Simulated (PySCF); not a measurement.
# [ReO2F4]−: other functionals and bases at one geometry

The task here is to estimate one member of a computed series from the others.

Program: PySCF 2.14.0. Level of theory: several levels, as the steps say, no spin–orbit coupling. These are calculated values, not measurements.

5 further runs of the same task are left out: 2 for a known fault of the program, 1 that didn't finish, 2 set aside as unsound or not needed.

**Where the work starts**

7 atoms, charge -1, spin multiplicity 1.

Bond lengths: Re1–O2 1.718 Å, Re1–O3 1.718 Å, Re1–F4 1.892 Å, Re1–F5 1.892 Å, Re1–F6 1.945 Å, Re1–F7 1.945 Å. Angles: O2–Re1–O3 100.5°, O2–Re1–F4 93.8°, O2–Re1–F5 94.1°, O2–Re1–F6 169.4°, O2–Re1–F7 90.0°, O3–Re1–F4 94.4°, O3–Re1–F5 93.9°, O3–Re1–F6 90.1°, O3–Re1–F7 169.5°, F4–Re1–F5 167.3°, F4–Re1–F6 85.0°, F4–Re1–F7 85.4°, F5–Re1–F6 85.4°, F5–Re1–F7 84.6°, F6–Re1–F7 79.4°.

As a file:

```csv
atom,x (Å),y (Å),z (Å)
Re1,0.0691,0.0343,0.0857
O2,1.2799,-0.7855,0.9871
O3,-0.0628,1.4884,0.9906
F4,-1.3590,-0.8246,0.9813
F5,1.2957,0.7657,-1.1556
F6,-1.3046,0.6675,-1.1378
F7,-0.0182,-1.4594,-1.1576
```

Formal oxidation states: Re +7. An earlier session relaxed this geometry at r2SCAN, Re def2-SVP with ECP60, O def2-SVP, F def2-SVP (singlet, point group Cs).

At r2SCAN on the finer grid: E = -627.793025 Eh, HOMO -3.15 eV, LUMO 0.42 eV, Mulliken charge on Re1 +1.43 e, largest force component 0.053 eV/Å. 

Levels to run: BLYP; TPSS; PBE0; BP86; r2SCAN, TZVP; r2SCAN, x2c-SVP. Hardware: 2 threads of Arm Neoverse V1, shared host.

The first run:

run.py (the lines that set the calculation)

```python
mol = gto.M(atom='''
Re     0.06911     0.03427     0.08574
O      1.27992    -0.78552     0.98712
O     -0.06278     1.48844     0.99059
F     -1.35895    -0.82459     0.98133
F      1.29574     0.76574    -1.15556
F     -1.30455     0.66751    -1.13778
F     -0.01818    -1.45936    -1.15761''',
    basis={'Re': 'def2-SVP', 'O': 'def2-SVP', 'F': 'def2-SVP'},
    ecp={'Re': 'def2-SVP'},
    charge=-1, spin=0)
mf = dft.RKS(mol, xc='BLYP')
mf.grids.atom_grid = (75, 302)
mf = mf.density_fit()  # fitting sets: Re def2-universal-JKFIT, O def2-universal-JKFIT, F def2-universal-JKFIT
mf.conv_tol = 1e-08; mf.max_cycle = 55
mf.kernel(dm0)  # dm0: the density of the relaxed state
```

On the command line:

```
OMP_NUM_THREADS=2 python run.py
```

Among the steps run: BLYP; TPSS; PBE0; BP86; r2SCAN, TZVP; r2SCAN, x2c-SVP.

One of the session's tables, all rows but one given; the rest of the session is left out.

```
                level  HOMO (eV)  gap (eV)  charge on Re1 (e)  dipole (D)  largest force component (eV/Å)
r2SCAN (relaxed here)      -3.15      3.57               1.43        1.40                            0.05
                 BLYP          ?         ?                  ?           ?                               ?
                 TPSS      -2.73      3.38               1.27        1.23                            0.64
                 PBE0      -4.55      5.61               1.45        1.57                            0.85
                 BP86      -2.68      3.25               1.16        1.21                            0.74
         r2SCAN, TZVP      -3.31      3.63               1.62        1.50                            0.29
      r2SCAN, x2c-SVP      -3.29      3.33               1.11        1.48                            1.24
```

Q: Estimate the row for BLYP from the others.

**Answer.** HOMO (eV): -2.42; gap (eV): 3.23; charge on Re1 (e): 1.12; dipole (D): 1.20; largest force component (eV/Å): 1.14. In the column «HOMO (eV)» it is the highest.

The dipole of a charged species depends on the origin, so these sizes hold for this origin alone.

In one basis the HOMO–LUMO gap runs from 3.23 eV (BLYP) to 5.61 eV (PBE0). The largest leftover force, 1.24 eV/Å with r2SCAN, x2c-SVP, stands at a geometry relaxed at another level. Total energies of different levels can't be compared.
